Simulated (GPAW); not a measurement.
**SiPH2OF (SMILES F[SiH]1OP1) at OLYP/real-space grid (scalar-relativistic datasets)**

Wanted: the atomisation energy of SiPH2OF. 

The calculation is run with GPAW 26.7.0.

3 further runs of the same task are left out: 1 that didn't finish, 2 set aside as unsound or not needed.

### 1 The structure to begin with

SiPH2OF: 6 atoms, total charge 0, spin state singlet. SMILES: `F[SiH]1OP1`. The shape is that of a GFN2-xTB optimisation.

Bond lengths: F1–Si2 1.604 Å, Si2–O3 1.631 Å, Si2–P4 2.183 Å, O3–P4 1.767 Å, Si2–H5 1.432 Å, P4–H6 1.410 Å. Angles: F1–Si2–O3 111.6°, F1–Si2–P4 121.0°, O3–Si2–P4 52.8°, Si2–O3–P4 79.8°, Si2–P4–O3 47.4°, F1–Si2–H5 108.8°, O3–Si2–H5 118.9°, P4–Si2–H5 128.9°, Si2–P4–H6 93.9°, O3–P4–H6 95.2°.

### 2 The atomisation energy at OLYP/real-space grid (scalar-relativistic datasets)

FH2OPSi.xyz

```xyz
6

F     -1.411750    -1.122620    -0.316480
Si    -0.053470    -0.323440    -0.615230
O     -0.141970     1.223630    -0.105230
P      1.086500     0.600030     1.001480
H      0.349330    -0.584380    -1.964320
H      0.171360     0.206770     1.999780
```

atomise.py

```python
from ase import Atoms
from ase.io import read
from gpaw import GPAW, setup_paths
from gpaw.atom.configurations import parameters
from gpaw.atom.generator import Generator

# Set up the molecule
molecule = read('FH2OPSi.xyz')
molecule.center(vacuum=4.5)

# PAW datasets for this functional
for symbol in ['F', 'H', 'O', 'P', 'Si']:
    Generator(symbol, xcname='GGA_X_OPTX+GGA_C_LYP', scalarrel=True, nofiles=True, txt=None).run(**parameters[symbol])
setup_paths.insert(0, '.')

# Calculator
dft = GPAW(mode='fd',
           h=0.2,
           symmetry='off',
           legacy_gpaw=True,
           maxiter=100,
           xc='GGA_X_OPTX+GGA_C_LYP',
           txt='-')
molecule.calc = dft

xcs = ['MGGA_X_SCAN+MGGA_C_SCAN', 'PBEsol', 'GGA_X_B88+GGA_C_P86', 'GGA_X_B88+GGA_C_PW91', 'PBE', 'RPBE', 'revPBE', 'M06-L', 'WC', 'GGA_X_N12+GGA_C_N12']
e = molecule.get_potential_energy()
e_mol = {'OLYP': e}
for xc in xcs:
    e_mol[xc] = e + dft.get_xc_difference(xc)

# Spin-polarised atoms
e_atom = {}
for symbol in sorted(set(molecule.symbols)):
    atom = Atoms(symbol, cell=molecule.cell, pbc=molecule.pbc)
    atom.center()
    atom.calc = GPAW(mode='fd',
                     h=0.2,
                     xc='GGA_X_OPTX+GGA_C_LYP',
                     maxiter=150,
                     symmetry='off',
                     legacy_gpaw=True,
                     hund=True,
                     txt=f'{symbol}_atom.txt')
    e = atom.get_potential_energy()
    e_atom[symbol] = {'OLYP': e}
    for xc in xcs:
        e_atom[symbol][xc] = e + atom.calc.get_xc_difference(xc)

atomisation = {xc: sum(e_atom[x][xc] for x in molecule.symbols) - e_mol[xc] for xc in e_mol}
for xc, de in atomisation.items():
    print(f'{xc:32} {de:9.3f} eV')
```

The run is started by

```bash
python3 -u atomise.py | tee atomise.out
```

What it wrote:

```text
[...]
    cutoffs:
[...]
  Total Charge: 0.000000
[...]
Number of atoms: 6
[...]
Number of bands in calculation: 18
Number of valence electrons: 24
[...]
iter:   1 hh:mm:ss   -31.200399
[...]
iter:  22 hh:mm:ss   -28.972452c  -7.52c -6.04c
Converged after 22 iterations.
Dipole moment: (0.193523, -0.215313, -0.102377) |e|*Ang
Energy contributions relative to reference atoms: (reference = -21981.751007)
Kinetic:        +40.360210
Potential:      -41.097864
External:        +0.000000
XC:             -29.303535
Entropy (-ST):   +0.000000
Local:           +1.068737
SIC:             +0.000000
--------------------------
Free energy:    -28.972452
Extrapolated:   -28.972452
 Band  Eigenvalues  Occupancy
    0    -30.17175    2.00000
    1    -25.38553    2.00000
    2    -15.25427    2.00000
    3    -13.69168    2.00000
    4    -11.53314    2.00000
    5    -11.08003    2.00000
    6    -10.82981    2.00000
    7    -10.29222    2.00000
    8     -9.57315    2.00000
    9     -8.90668    2.00000
   10     -6.98587    2.00000
   11     -6.10837    2.00000
   12     -2.21768    0.00000
   13     -1.53900    0.00000
[...]
Fermi level: -4.16302
Gap: 3.891 eV
Transition (v -> c):
[...]
PBE                                 21.813 eV
RPBE                                20.715 eV
revPBE                              20.842 eV
M06-L                               21.346 eV
WC                                  22.652 eV
GGA_X_N12+GGA_C_N12                 22.137 eV
```

Run time: 3.2 min. Hardware: 1 thread of Intel Xeon 6975P-C (Granite Rapids), shared host; peak memory 1 GiB.

### 3 Results

At OLYP/real-space grid (scalar-relativistic datasets):

| quantity | value |
| --- | --- |
| energy as printed (from the program's reference atoms) | -28.9725 eV |
| dipole moment | 1.47 D |
| HOMO energy | -6.11 eV |
| LUMO energy | -2.22 eV |
| HOMO–LUMO gap | 3.89 eV |
| atomisation energy (program's own) | 20.98 eV |
